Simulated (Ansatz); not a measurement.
**UB3LYP/6-31G(d) (spherical functions) run of AlNH3 (SMILES [NH2][AlH])**

Aim: the electronic atomisation energy of AlNH3 at UB3LYP/6-31G* (spherical functions), from 4 runs. 

The calculation is run with Ansatz 0.2.0.

41 further runs of the same task are left out: 41 set aside as unsound or not needed.

## 1. The structure to begin with

AlNH3: 5 atoms, total charge 0, spin state doublet. As SMILES, `[NH2][AlH]`. Geometry: relaxed at PBE0-D4/def2-TZVP. This is one conformer, not always the lowest.

Bond lengths: N1–Al2 1.774 Å, N1–H3 1.007 Å, N1–H4 1.009 Å, Al2–H5 1.604 Å. Angles: N1–Al2–H5 115.7°, Al2–N1–H3 125.4°, Al2–N1–H4 124.3°, H3–N1–H4 110.2°.

## 2. A single-point energy at UB3LYP/6-31G(d) (spherical functions)

run.yaml reads:

```yaml
crystal:
  periodic: [false, false, false]
  atoms:
    - {symbol: "N", position_ang: [-0.116600, -0.660800, 0.175100]}
    - {symbol: Al, position_ang: [0.836600, 0.833900, 0.120800]}
    - {symbol: H, position_ang: [0.148500, -1.505300, 0.655500]}
    - {symbol: H, position_ang: [-1.010300, -0.782800, -0.277400]}
    - {symbol: H, position_ang: [0.191800, 2.041400, -0.715400]}
basis:
  gaussian:
    orbitals: 6-31G_st_-spherical.json
total_charge: 0
magnetization:
  spin_polarized: true
  initial_magnetization: 1
hamiltonian:
  xc: {name: B3LYP}
accuracy: high
output: {orbitals: {seedname: orbitals}}
```

The basis set 6-31G* is read from a file made from the Basis Set Exchange's data (not shown).

Command:

```sh
$ ansatz run run.yaml --threads 1 --pin off --max-ram 3480MiB --events-out events.jsonl --progress --plain --runs-dir runs
```

Output:

```text
Warning: RAYON_NUM_THREADS=1 ignored (pool sized by the plan → 1); use --threads N
Functional definition: B3LYP
  name "B3LYP"
  parameter a0 = 0.2
  parameter ax = 0.72
  parameter ac = 0.81
  exchange = (1 - a0 - ax)*slater_x + ax*b88_x + a0*exact_x
  correlation = (1 - ac)*vwn_rpa_c + ac*lyp_c
793 factors; integrals over basis functions are off by at most 3.5e-9 eV
mean field evaluation 1: about -8127.7867 eV, gradient 4.2e1 eV
mean field evaluation 2: about -8091.5455 eV, gradient 7.8e1 eV
mean field evaluation 4: about -8135.1502 eV, gradient 2.0e0 eV
mean field evaluation 8: about -8135.2570 eV, gradient 7.8e-2 eV
mean field evaluation 16: about -8135.2571 eV, gradient 3.1e-4 eV
mean field -8135.25710822 eV, -298.9651844517 hartree, gradient 7.1e-8 eV, S^2 0.752134; 0 other end points of the search recorded, 0 dependent functions left out
reference -8135.25714141 eV, -298.9651856715 hartree; 12, 11 occupied and 26, 27 virtual orbitals, 793 factors
Total energy: -8135.25714141 eV, -298.9651856715 hartree
```

It took 1.9 s on 1 thread of Intel Xeon 6975P-C (Granite Rapids), shared host; peak memory 0.17 GiB.

## 3. The Al atom at the same level

in.yaml reads:

```yaml
basis:
  gaussian: {orbitals: 6-31G_st_-spherical.json}
crystal:
  periodic: [false, false, false]
  atoms:
    - symbol: Al
      position_ang: [0.000000, 0.000000, 0.000000]
magnetization: {spin_polarized: true, initial_magnetization: 1}
hamiltonian: {xc: {name: B3LYP}}
accuracy: high
```

The basis set 6-31G* is read from a file made from the Basis Set Exchange's data (not shown).

Run the same way, it converges to -242.36652 Eh (log not shown).

## 4. The H atom, same level

molecule.yaml reads:

```yaml
crystal:
  periodic: [false, false, false]
  atoms:
    - {symbol: H, position_ang: [0.000000, 0.000000, 0.000000]}
basis:
  gaussian:
    orbitals: "6-31G*"
hamiltonian:
  xc: {name: B3LYP}
accuracy: high
magnetization:
  spin_polarized: true
  initial_magnetization: 1
```

Run the same way, it converges to -0.50027 Eh (log not shown).

## 5. The N atom

input.yaml reads:

```yaml
crystal:
  periodic: [false, false, false]
  atoms:
    - {symbol: "N", position_ang: [0.000000, 0.000000, 0.000000]}
basis:
  gaussian:
    orbitals: 6-31G_st_-spherical.json
magnetization:
  spin_polarized: true
  initial_magnetization: 3
accuracy: high
hamiltonian:
  xc: {name: B3LYP}
total_charge: 0
```

The basis set 6-31G* is read from a file made from the Basis Set Exchange's data (not shown).

Run the same way, it converges to -54.58288 Eh (log not shown).

## 6. Outcome

At UB3LYP/6-31G* (spherical functions):

```
                                    quantity          value
                      molecule: total energy  -298.96519 Eh
molecule: HOMO energy (highest over α and β)       -5.15 eV
 molecule: LUMO energy (lowest over α and β)       -2.27 eV
                              molecule: ⟨S²⟩          0.752
                       Al atom: total energy  -242.36652 Eh
                               Al atom: ⟨S²⟩          0.752
                        H atom: total energy    -0.50027 Eh
                                H atom: ⟨S²⟩          0.750
                        N atom: total energy   -54.58288 Eh
                                N atom: ⟨S²⟩          3.752
               electronic atomisation energy      14.013 eV
```

**Reading.** Taking the molecule apart into free atoms costs 14.01 eV (1352 kJ/mol), before zero-point energy and without spin-orbit coupling.
